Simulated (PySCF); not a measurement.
# C5H13B (BEt2Me): the cost of one run

The runs use PySCF 2.14.0, with density-fitted response routines of our own; the level of theory stands in each step. All values are computed, except where a source is named. Atoms are numbered from 0 throughout.

## (1) Starting geometry

19 atoms, charge 0, multiplicity 1; geometry from: GFN2-xTB. The atoms were then displaced at random by about 0.03 Å, so the start is not that level's minimum.

Bonds of the start (Å): B0–C1 1.51, B0–C8 1.70, B0–C15 1.51, C1–C2 1.50, C1–H3 1.16, C1–H4 1.11, C2–H5 1.14, C2–H6 1.08, C2–H7 1.05, C8–C9 1.56, C8–H10 1.05, C8–H11 1.05, C9–H12 1.16, C9–H13 1.06, C9–H14 1.12, C15–H16 1.07, C15–H17 1.09, C15–H18 1.13.

## (2) Geometry optimisation at PBE0-D3(BJ)/def2-SVP

The job: settings as JSON, then the geometry in Å.

```
{"job": {"xc": "PBE0", "basis": "def2-SVP", "d3": "d3bj", "grid": 1, "maxiter": 40, "shake": 0.03, "kind": "geom"}, "charge": 0, "multiplicity": 1}
B     -0.107190    -0.384610     0.025500
C      1.400430    -0.337710    -0.052480
C      1.934300    -0.281710     1.352690
H      1.910280     0.543280    -0.602470
H      1.800570    -1.239740    -0.565540
H      3.071000    -0.250730     1.345790
H      1.684090     0.612680     1.899000
H      1.719180    -1.126170     1.934550
C     -0.942210     1.094560     0.111960
C     -1.378400     1.457500    -1.340670
H     -0.342970     1.878900     0.471440
H     -1.817560     1.036930     0.694100
H     -1.983180     2.446680    -1.396740
H     -0.552800     1.564390    -1.999590
H     -2.041590     0.673830    -1.786790
C     -0.961720    -1.626590     0.025190
H     -2.014730    -1.541510     0.217290
H     -0.561790    -2.366260     0.722810
H     -0.878450    -2.160240    -0.971450
```

Launch:

```sh
$ OMP_NUM_THREADS=1 python probes_run.py task.json out
```

The driver reads the jobs from task.json and runs them one after another.

Q: Estimate the wall time and peak memory of this first job on 1 thread of Intel Xeon, shared host.

About 57 s, with a peak of 0.59 GiB.
